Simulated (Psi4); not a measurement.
**One shape, several levels: C2H4BrCl (SMILES CC(Cl)Br)**

We compute a comparison of 5 runs (HF/STO-3G, B3LYP/6-31G*, HSE06/cc-pVDZ, TPSSh/cc-pVDZ) of C2H4BrCl. 

The results are computed with Psi4 1.11.

1 further run of the same task is left out (set aside as unsound or not needed).

## (1) The structure to begin with

C2H4BrCl has 8 atoms, charge 0, and is taken as a singlet. As SMILES, `CC(Cl)Br`. The C1–C2 distance was set to 3.306 Å, away from the relaxed value. At this shape a bond of the SMILES string is far longer than usual.

Bond lengths: C2–Cl3 1.770 Å, C2–Br4 1.948 Å, C1–H5 1.090 Å, C1–H6 1.091 Å, C1–H7 1.092 Å, C2–H8 1.086 Å. Angles: Cl3–C2–Br4 110.6°, Cl3–C2–H8 106.6°, Br4–C2–H8 104.7°, H5–C1–H6 109.0°, H5–C1–H7 108.9°, H6–C1–H7 109.1°.

## (2) Energy and forces at HF/STO-3G (run 1)

The input, c2h4brcl.py:

```python
import psi4

psi4.set_memory('1600 MB')
psi4.set_num_threads(1)
psi4.set_output_file('psi4.out', False)

m = psi4.geometry("""
0 1
C      0.473583     2.585759    -0.089161
C     -0.091600    -0.665200     0.116100
Cl     1.308100    -1.595600    -0.439400
Br    -1.682700    -1.150500    -0.897800
H      0.660683     2.878959    -1.122161
H     -0.391217     3.136359     0.284639
H      1.347783     2.840559     0.514039
H     -0.299600    -0.994300     1.130100
units angstrom
symmetry c1
no_reorient
no_com
""")

psi4.set_options(dict(basis='STO-3G', puream=True, e_convergence=1e-09, d_convergence=1e-08, scf_type='pk'))

energy_value, wavefunction = psi4.gradient('hf', return_wfn=True)
psi4.oeprop(wavefunction, 'QUADRUPOLE', 'MAYER_INDICES', 'LOWDIN_CHARGES')
print('gradient / Eh bohr^-1')
print(energy_value.np.round(6))
print(f'energy = {wavefunction.energy():.10f} Eh')
```

On the command line:

```console
$ python c2h4brcl.py
```

psi4.out:

```text
[...]
  Running in c1 symmetry.
[...]
  Nuclear repulsion =  279.062271350198216
[...]
  Multiplicity = 1
[...]
  Nalpha       = 34
  Nbeta        = 34
[...]
    Number of basis functions: 41
[...]
   @RHF iter   1: -3075.73634146350514   -3.03789e+00   1.42181e-02 ADIIS/DIIS
[...]
   @RHF iter  12: -3076.04233633328568   -2.72848e-12   3.27201e-09 DIIS
[...]
  @RHF Final Energy: -3076.04233633328568
   => Energetics <=
    Nuclear Repulsion Energy =            279.0622713501982162
    One-Electron Energy =               -4852.0967821249923873
    Two-Electron Energy =                1496.9921744415082685
    Total Energy =                      -3076.0423363332861300
[...]
  -Total Gradient:
     Atom            X                  Y                   Z
    ------   -----------------  -----------------  -----------------
       1       -0.001836762041    -0.003237944972    -0.001652277885
       2        0.035086441521    -0.035319021863     0.021368838586
       3       -0.026084317975     0.005437502115     0.006706031325
       4       -0.014201134723    -0.014092553037    -0.007767606170
       5        0.002194196177     0.018743611996     0.008387468493
       6        0.010632427261     0.016667665828    -0.004254998601
       7       -0.002343392995     0.019090555274    -0.005599133026
       8       -0.003447457026    -0.007289815230    -0.017188322518
[...]
 Multipole Moments:
 ------------------------------------------------------------------------------------
     Multipole            Electronic (a.u.)      Nuclear  (a.u.)        Total (a.u.)
 ------------------------------------------------------------------------------------
 L = 1.  Multiply by 2.5417464519 to convert [e a0] to [Debye]
 Dipole X            :         62.3784262          -62.4502574           -0.0718311
 Dipole Y            :         92.0847619          -90.7215353            1.3632266
 Dipole Z            :         72.1614959          -71.6670110            0.4944848
 Magnitude           :                                                    1.4519166
 L = 2.  Multiply by 1.3450342976 to convert [e a0^2] to [Debye ang]
 Quadrupole XX       :       -504.2615314          471.6761380          -32.5853934
 Quadrupole XY       :       -157.7896564          159.9483608            2.1587044
[...]
```

On the terminal:

```text
gradient / Eh bohr^-1
[[-0.001837 -0.003238 -0.001652]
 [ 0.035086 -0.035319  0.021369]
 [-0.026084  0.005438  0.006706]
 [-0.014201 -0.014093 -0.007768]
 [ 0.002194  0.018744  0.008387]
 [ 0.010632  0.016668 -0.004255]
 [-0.002343  0.019091 -0.005599]
 [-0.003447 -0.00729  -0.017188]]
energy = -3076.0423363333 Eh
```

Run time: 1.8 s. Hardware: 1 thread of Intel Xeon 6975P-C (Granite Rapids), shared host; peak memory 0.2 GiB.

## (3) Energy and gradient at B3LYP/6-31G(d) (spherical functions) (run 2)

The input, job.inp:

```
memory 1600 MB

molecule {
  C
  C 1 3.3061
  Cl 2 1.770137 1 111.2343
  Br 2 1.948104 3 110.58267 1 123.34064
  H 1 1.089982 2 110.65212 3 61.25195
  H 1 1.091222 5 108.96274 2 -120.86648
  H 1 1.092245 5 108.85945 6 -118.89541
  H 2 1.086171 3 106.56689 4 113.25176
  symmetry c1
  no_reorient
  no_com
}

set basis 6-31G*
set puream true
set e_convergence 1e-09
set d_convergence 1e-08
set scf_type pk
set dft_radial_points 99
set dft_spherical_points 590

e, wfn = gradient("b3lyp", return_wfn=True)
oeprop(wfn, "MAYER_INDICES", "MULLIKEN_CHARGES", "WIBERG_LOWDIN_INDICES", title="B3LYP")
print_variables()
```

On the command line:

```console
$ psi4 -n 1 job.inp job.out
```

job.out:

```text
[...]
  Running in c1 symmetry.
[...]
  Nuclear repulsion =  279.062256118953144
[...]
  Multiplicity = 1
[...]
  Nalpha       = 34
  Nbeta        = 34
[...]
    Number of basis functions: 86
[...]
   @RKS iter   1: -3111.77130714592295   -1.36899e+00   1.87529e-02 DIIS/ADIIS
[...]
   @RKS iter  17: -3112.49574405256999   -5.00222e-12   5.40706e-09 DIIS
[...]
  @RKS Final Energy: -3112.49574405256999
   => Energetics <=
    Nuclear Repulsion Energy =            279.0622561189531439
    One-Electron Energy =               -4877.5678548544701698
    Two-Electron Energy =                1592.0313398706502994
    DFT Exchange-Correlation Energy =    -106.0214851877029361
    Empirical Dispersion Energy =           0.0000000000000000
    VV10 Nonlocal Energy =                  0.0000000000000000
    Total Energy =                      -3112.4957440525699894
[...]
 Multipole Moments:
 ------------------------------------------------------------------------------------
     Multipole            Electronic (a.u.)      Nuclear  (a.u.)        Total (a.u.)
 ------------------------------------------------------------------------------------
 L = 1.  Multiply by 2.5417464519 to convert [e a0] to [Debye]
 Dipole X            :         -8.5740047            8.9641553            0.3901506
 Dipole Y            :          5.7941770           -5.6027388            0.1914383
 Dipole Z            :         14.6836124          -15.2868944           -0.6032820
 Magnitude           :                                                    0.7435155
[...]
  -Total Gradient:
     Atom            X                  Y                   Z
    ------   -----------------  -----------------  -----------------
       1       -0.002918458395    -0.000345853648     0.024313317163
       2        0.011143264800     0.006146113483    -0.008055138265
       3       -0.001585523896    -0.002443677069     0.011500953812
       4       -0.001674767200    -0.000177026405     0.009831023421
       5        0.006791049753     0.003522452059    -0.017520125046
       6       -0.000072525029    -0.006375441176    -0.017052940473
       7       -0.004799348316     0.002840538153    -0.017116618708
       8       -0.006883477162    -0.003161952932     0.014101644637
[...]
```

It took 15 s on 1 thread of Intel Xeon 6975P-C (Granite Rapids), shared host; peak memory 1 GiB.

## (4) Energy and gradient at B3LYP/6-31G(d) (Cartesian functions) (run 3)

The input, job.json:

```json
{
 "schema_name": "qcschema_input",
 "schema_version": 1,
 "molecule": {
  "schema_name": "qcschema_molecule",
  "schema_version": 2,
  "symbols": ["C", "C", "Cl", "Br", "H", "H", "H", "H"],
  "geometry": [0.89494217, 4.88637633, -0.16848987, -0.17309891, -1.25704582, 0.2193972, 2.47195074, -3.015247, -0.83034566, -3.17984215, -2.17412991, -1.69659611, 1.24850993, 5.44044403, -2.12057696, -0.73929299, 5.92685954, 0.53788975, 2.54694075, 5.36787855, 0.97139293, -0.56616195, -1.87895469, 2.13557949],
  "molecular_charge": 0,
  "molecular_multiplicity": 1,
  "fix_symmetry": "c1"
 },
 "driver": "gradient",
 "model": {
  "method": "b3lyp",
  "basis": "6-31G*"
 },
 "keywords": {
  "puream": false,
  "e_convergence": 1e-09,
  "d_convergence": 1e-08,
  "scf_type": "pk",
  "dft_radial_points": 99,
  "dft_spherical_points": 590,
  "scf_properties": ["LOWDIN_CHARGES", "WIBERG_LOWDIN_INDICES", "MULLIKEN_CHARGES"]
 }
}
```

On the command line:

```console
$ psi4 --qcschema job.json -n 1 --memory 1600MB
```

stdout:

```text
[...]
  Running in c1 symmetry.
[...]
  Nuclear repulsion =  279.062271682744381
[...]
  Multiplicity = 1
[...]
  Nalpha       = 34
  Nbeta        = 34
[...]
    Number of basis functions: 92
[...]
   @RKS iter   1: -3111.74886268145656   -1.35246e+00   1.93020e-02 DIIS/ADIIS
[...]
   @RKS iter  15: -3112.50934338947991   -1.18234e-11   5.02576e-09 DIIS
[...]
  @RKS Final Energy: -3112.50934338947991
   => Energetics <=
    Nuclear Repulsion Energy =            279.0622716827443810
    One-Electron Energy =               -4877.3985753453125653
    Two-Electron Energy =                1591.7902215253141094
    DFT Exchange-Correlation Energy =    -105.9632612522259905
    Empirical Dispersion Energy =           0.0000000000000000
    VV10 Nonlocal Energy =                  0.0000000000000000
    Total Energy =                      -3112.5093433894794543
[...]
 Multipole Moments:
 ------------------------------------------------------------------------------------
     Multipole            Electronic (a.u.)      Nuclear  (a.u.)        Total (a.u.)
 ------------------------------------------------------------------------------------
 L = 1.  Multiply by 2.5417464519 to convert [e a0] to [Debye]
 Dipole X            :        -10.9457310           11.0199320            0.0742009
 Dipole Y            :        -13.3407047           13.9694892            0.6287845
 Dipole Z            :         -4.9771471            5.3712534            0.3941063
 Magnitude           :                                                    0.7457851
[...]
  -Total Gradient:
     Atom            X                  Y                   Z
    ------   -----------------  -----------------  -----------------
       1       -0.004903116255    -0.023979476557    -0.001315567966
       2       -0.000153234479     0.008846968565     0.011913824596
       3       -0.000658388009    -0.011594972228    -0.001602799583
       4       -0.001769656922    -0.009668271462    -0.000843308865
       5        0.002258020166     0.017817724542     0.006481934797
       6        0.008699976696     0.015597982254    -0.003418586830
       7       -0.001418298111     0.017358490117    -0.004493319039
       8       -0.002060215193    -0.014379547089    -0.006720012865
[...]
```

The result, in JSON:

```text
{
 "driver": "gradient",
 "model": {
  "method": "b3lyp",
  "basis": "6-31G*"
 },
 "success": true,
 "return_result": [-0.004903116254705672, -0.023979476557192875, -0.001315567965627984, -0.00015323447888235253, 0.008846968565284857, 0.0119138245955627, -0.0006583880093146421, -0.011594972227589845, -0.0016027995833573436, -0.0017696569216564956, -0.009668271461695042, -0.0008433088654574705, 0.0022580201664538987, 0.01781772454192168, 0.0064819347967334795, 0.008699976695703465, 0.015597982254200948, -0.0034185868298391014, -0.0014182981106803938, 0.017358490116783414, -0.0044933190390288175, -0.002060215192768354, -0.01437954708854157, -0.006720012865496228],
 "properties": {
  "calcinfo_nbasis": 92,
  "calcinfo_nmo": 92,
  "calcinfo_nalpha": 34,
  "calcinfo_nbeta": 34,
  "calcinfo_natom": 8,
  "nuclear_repulsion_energy": 279.0622716827444,
  "return_energy": -3112.50934338948,
  "return_gradient": [-0.004903116254705672, -0.023979476557192875, -0.001315567965627984, -0.00015323447888235253, 0.008846968565284857, 0.0119138245955627, -0.0006583880093146421, -0.011594972227589845, -0.0016027995833573436, -0.0017696569216564956, -0.009668271461695042, -0.0008433088654574705, 0.0022580201664538987, 0.01781772454192168, 0.0064819347967334795, 0.008699976695703465, 0.015597982254200948, -0.0034185868298391014, -0.0014182981106803938, 0.017358490116783414, -0.0044933190390288175, -0.002060215192768354, -0.01437954708854157, -0.006720012865496228],
  "scf_one_electron_energy": -4877.398575345313,
  "scf_two_electron_energy": 1591.790221525314,
  "scf_xc_energy": -105.96326125222599,
  "scf_dipole_moment": [0.07420092468005812, 0.6287844911220688, 0.39410625988485926],
  "scf_total_energy": -3112.50934338948,
  "scf_total_gradient": [-0.004903116254705672, -0.023979476557192875, -0.001315567965627984, -0.00015323447888235253, 0.008846968565284857, 0.0119138245955627, -0.0006583880093146421, -0.011594972227589845, -0.0016027995833573436, -0.0017696569216564956, -0.009668271461695042, -0.0008433088654574705, 0.0022580201664538987, 0.01781772454192168, 0.0064819347967334795, 0.008699976695703465, 0.015597982254200948, -0.0034185868298391014, -0.0014182981106803938, 0.017358490116783414, -0.0044933190390288175, -0.002060215192768354, -0.01437954708854157, -0.006720012865496228],
  "scf_iterations": 15
 }
}
```

Wall time 16 s (1 thread of Intel Xeon 6975P-C (Granite Rapids), shared host); peak memory 0.74 GiB.

Run 4 isn't shown in full; the table further down has it.

## (5) Energy and forces at TPSSh/cc-pVDZ (run 5)

The input, c2h4brcl.xyz:

```xyz
8
C2H4BrCl
C      0.473583     2.585759    -0.089161
C     -0.091600    -0.665200     0.116100
Cl     1.308100    -1.595600    -0.439400
Br    -1.682700    -1.150500    -0.897800
H      0.660683     2.878959    -1.122161
H     -0.391217     3.136359     0.284639
H      1.347783     2.840559     0.514039
H     -0.299600    -0.994300     1.130100
```

The input, calc.py:

```python
import psi4

psi4.set_memory(1600000000)
psi4.set_num_threads(1)
psi4.core.set_output_file('run.log', False)

with open('c2h4brcl.xyz') as f:
    atoms = ''.join(f.readlines()[2:])
m = psi4.geometry('0 1\n' + atoms + 'symmetry c1\nno_reorient\nno_com')

options = {'basis': 'cc-pVDZ', 'puream': True, 'e_convergence': 1e-09, 'd_convergence': 1e-08, 'scf_type': 'pk', 'dft_radial_points': 99, 'dft_spherical_points': 590}
psi4.set_options(options)

energy_value, wavefunction = psi4.gradient('tpssh', return_wfn=True)
psi4.oeprop(wavefunction, 'QUADRUPOLE', 'MAYER_INDICES', 'LOWDIN_CHARGES')
print('gradient / Eh bohr^-1')
print(energy_value.np.round(6))
print(f'energy = {wavefunction.energy():.10f} Eh')
for k, v in sorted(psi4.core.scalar_variables().items()):
    print(f'{k:45s} {v:18.10f}')
```

On the command line:

```console
$ python calc.py
```

run.log:

```text
[...]
  Running in c1 symmetry.
[...]
  Nuclear repulsion =  279.062271350198216
[...]
  Multiplicity = 1
[...]
  Nalpha       = 34
  Nbeta        = 34
[...]
    Number of basis functions: 93
[...]
   @RKS iter   1: -3112.07643843830101   -1.32175e+00   1.03774e-02 DIIS/ADIIS
[...]
   @RKS iter  17: -3112.71020320167190    1.36424e-12   8.41900e-10 DIIS
[...]
  @RKS Final Energy: -3112.71020320167190
   => Energetics <=
    Nuclear Repulsion Energy =            279.0622713501982162
    One-Electron Energy =               -4877.5155472583610390
    Two-Electron Energy =                1604.5039567510116285
    DFT Exchange-Correlation Energy =    -118.7608840445203668
    Empirical Dispersion Energy =           0.0000000000000000
    VV10 Nonlocal Energy =                  0.0000000000000000
    Total Energy =                      -3112.7102032016719022
[...]
  -Total Gradient:
     Atom            X                  Y                   Z
    ------   -----------------  -----------------  -----------------
       1       -0.004121213056    -0.019470208562    -0.001675876160
       2        0.000713525025     0.007646122037     0.019765820328
       3        0.001236934053    -0.011493899438    -0.001963409284
       4       -0.005516971431    -0.009726954191    -0.003021005329
       5        0.001224410409     0.016110110286     0.012077232229
       6        0.013301876484     0.012510737677    -0.005408616960
       7       -0.006087629084     0.015846224695    -0.007684451084
       8       -0.000759709296    -0.011423327876    -0.012080231555
[...]
 Multipole Moments:
 ------------------------------------------------------------------------------------
     Multipole            Electronic (a.u.)      Nuclear  (a.u.)        Total (a.u.)
 ------------------------------------------------------------------------------------
 L = 1.  Multiply by 2.5417464519 to convert [e a0] to [Debye]
 Dipole X            :         62.4837246          -62.4502574            0.0334672
 Dipole Y            :         91.1991111          -90.7215353            0.4775758
 Dipole Z            :         72.0104263          -71.6670110            0.3434153
 Magnitude           :                                                    0.5891798
 L = 2.  Multiply by 1.3450342976 to convert [e a0^2] to [Debye ang]
 Quadrupole XX       :       -504.3202946          471.6761380          -32.6441567
 Quadrupole XY       :       -158.9573416          159.9483608            0.9910192
[...]
```

On the terminal:

```text
gradient / Eh bohr^-1
[[-0.004121 -0.01947  -0.001676]
 [ 0.000714  0.007646  0.019766]
 [ 0.001237 -0.011494 -0.001963]
 [-0.005517 -0.009727 -0.003021]
 [ 0.001224  0.01611   0.012077]
 [ 0.013302  0.012511 -0.005409]
 [-0.006088  0.015846 -0.007684]
 [-0.00076  -0.011423 -0.01208 ]]
energy = -3112.7102032017 Eh
CURRENT ENERGY                                  -3112.7102032017
CURRENT REFERENCE ENERGY                        -3112.7102032017
DD SOLVATION ENERGY                                 0.0000000000
DFT FUNCTIONAL TOTAL ENERGY                     -3112.7102032017
DFT TOTAL ENERGY                                -3112.7102032017
DFT VV10 ENERGY                                     0.0000000000
DFT XC ENERGY                                    -118.7608840445
GRID ELECTRONS ALPHA                               34.0000000784
GRID ELECTRONS BETA                                34.0000000784
GRID ELECTRONS TOTAL                               68.0000001568
NUCLEAR REPULSION ENERGY                          279.0622713502
ONE-ELECTRON ENERGY                             -4877.5155472584
PCM POLARIZATION ENERGY                             0.0000000000
PE ENERGY                                           0.0000000000
SCF ITERATION ENERGY                            -3112.7102032017
SCF ITERATIONS                                     17.0000000000
SCF TOTAL ENERGY                                -3112.7102032017
TWO-ELECTRON ENERGY                              1604.5039567510
XC GRID RADIAL POINTS                              99.0000000000
XC GRID SPHERICAL POINTS                          590.0000000000
XC GRID TOTAL POINTS                           438829.0000000000
```

Wall time 84 s (1 thread of Intel Xeon 6975P-C (Granite Rapids), shared host); peak memory 1.1 GiB.

## (6) All runs side by side

```csv
run,level,integration grid,Cartesian functions,energy (Eh),dipole moment (D),HOMO energy (eV),LUMO energy (eV),wall time
1,HF/STO-3G,–,no,-3076.042336,3.69,-5.22,0.57,1.8 s
2,B3LYP/6-31G* (spherical functions),99 radial × 590 angular,no,-3112.495744,1.89,-6.05,-4.07,15 s
3,B3LYP/6-31G* (Cartesian functions),99 radial × 590 angular,yes,-3112.509343,1.90,-6.05,-4.07,16 s
4,HSE06/cc-pVDZ,99 radial × 590 angular,no,-3112.216918,1.60,-5.90,-4.38,2 min
5,TPSSh/cc-pVDZ,99 radial × 590 angular,no,-3112.710203,1.50,-5.84,-4.34,84 s
```

## (7) Outcome

```
                       quantity           value
            run 5: total energy  -3112.71020 Eh
           run 5: dipole moment          1.50 D
             run 5: HOMO energy        -5.84 eV
             run 5: LUMO energy        -4.34 eV
           run 5: HOMO–LUMO gap         1.49 eV
run 5: largest force on an atom      1.090 eV/Å
```

The dipole moment (its size) runs from 1.50 D (TPSSh/cc-pVDZ) to 3.69 D (HF/STO-3G). The two ends differ in method and basis. The HOMO–LUMO gap runs from 1.49 eV (TPSSh/cc-pVDZ) to 5.78 eV (HF/STO-3G). Totals of different functionals can't be ranked against each other. In run 1 the basis is minimal, so the values are rough. In runs 1, 2, 3, 4, 5 a closed-shell determinant meets a far-stretched bond, which it describes badly. All runs together took 4 min, the longest 2 min.
